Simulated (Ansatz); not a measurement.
# Ta: response to strain

Ta is deformed so: equal xx and yy strain of -1 %. What stress and forces result, by LAPW, PAW and all-electron datasets made for the crystal?

Method: DFT PBEsol, scalar-relativistic, in Ansatz 0.2.0.

## 1. The starting structure

Symmetry: Im-3m, No. 229, cubic system. The conventional cell has a = 3.303 Å, b = 3.303 Å, c = 3.303 Å, α = 90.00°, β = 90.00°, γ = 90.00°. Around Ta (site symmetry m-3m) lie 8 Ta at 2.86 Å.

Structure file:

```xyz
1
Lattice="-1.6513 1.6513 1.6513 1.6513 -1.6513 1.6513 1.6513 1.6513 -1.6513" Properties=species:S:1:pos:R:3 pbc="T T T"
Ta    0.0000    0.0000    0.0000
```

## 2. After the deformation

Space group Im-3m before, I4/mmm after.

## 3. All-electron LAPW

input.yaml

```yaml
crystal:
  lattice:
    - [-1.6347672, 1.6347672, 1.65128]
    - [1.6347672, -1.6347672, 1.65128]
    - [1.6347672, 1.6347672, -1.65128]
  atoms:
    - { symbol: Ta, position: [0.0, 0.0, 0.0] }
kpoints:
  mp_grid: { grid: [17, 17, 17] }
  band_path:
    path:
      - [0.0, 0.0, 0.0]
      - [0.0, 0.0, 0.5]
      - [0.25, 0.25, 0.25]
      - [0.0, 0.5, 0.0]
      - [0.0, 0.0, 0.0]
      - [0.5, 0.5, -0.5]
      - [0.495025, 0.504975, -0.495025]
      - [-0.495025, 0.495025, 0.495025]
      - [0.0, 0.0, 0.0]
    npoints: 5
scf:
  occupations: { method: fermi_dirac, width: 0.08 }
hamiltonian:
  xc: pbesol
  pseudopotentials: { kind: all_electron, lapw: { basis_error: 0.0005 } }
output:
  forces: true
  stress: true
  eigenvalues: true
```

The run is started by

```console
> ansatz run input.yaml --threads 1 --pin off --max-ram 3072MiB --backend cpu --events-out ev --progress --plain --runs-dir out
```

## 4. PAW on the default files

input.yaml

```yaml
crystal:
  lattice:
    - [-1.6347672, 1.6347672, 1.65128]
    - [1.6347672, -1.6347672, 1.65128]
    - [1.6347672, 1.6347672, -1.65128]
  atoms:
    - { symbol: Ta, position: [0.0, 0.0, 0.0] }
kpoints:
  mp_grid: { grid: [17, 17, 17] }
scf:
  occupations: { method: fermi_dirac, width: 0.08 }
hamiltonian:
  xc: pbesol
  pseudopotentials: { kind: paw }
output:
  forces: true
  stress: true
  eigenvalues: true
  efg: { contact_densities: true }
```

## 5. Datasets made for this crystal

input.yaml, as its differences from that of step 4:

```diff
@@ -13,3 +13,3 @@
   xc: pbesol
-  pseudopotentials: { kind: paw }
+  pseudopotentials: { kind: all_electron, datasets: crystal }
 output:
```

(Steps that only read results are left out.)

Before running it: what results should come out? Wanted: pressure; largest shear or deviatoric stress.

The runs gave:

| quantity | value |
| --- | --- |
| pressure | LAPW 0.17, PAW 0.28, crystal datasets 0.17 GPa |
| largest shear or deviatoric stress (LAPW) | 0.77 GPa |

In words: The largest part of the stress beyond the pressure is 0.77 GPa in size, in the zz component. No run of the undeformed cell stands beside it, so the pressure holds what the given cell had before the change. PAW: stress within 0.12 GPa of LAPW. Crystal datasets: stress within 0.01 GPa of LAPW. Spin-orbit coupling is left out, though the cell holds Ta; in elements this heavy it can shift bands and gaps by tenths of an eV.
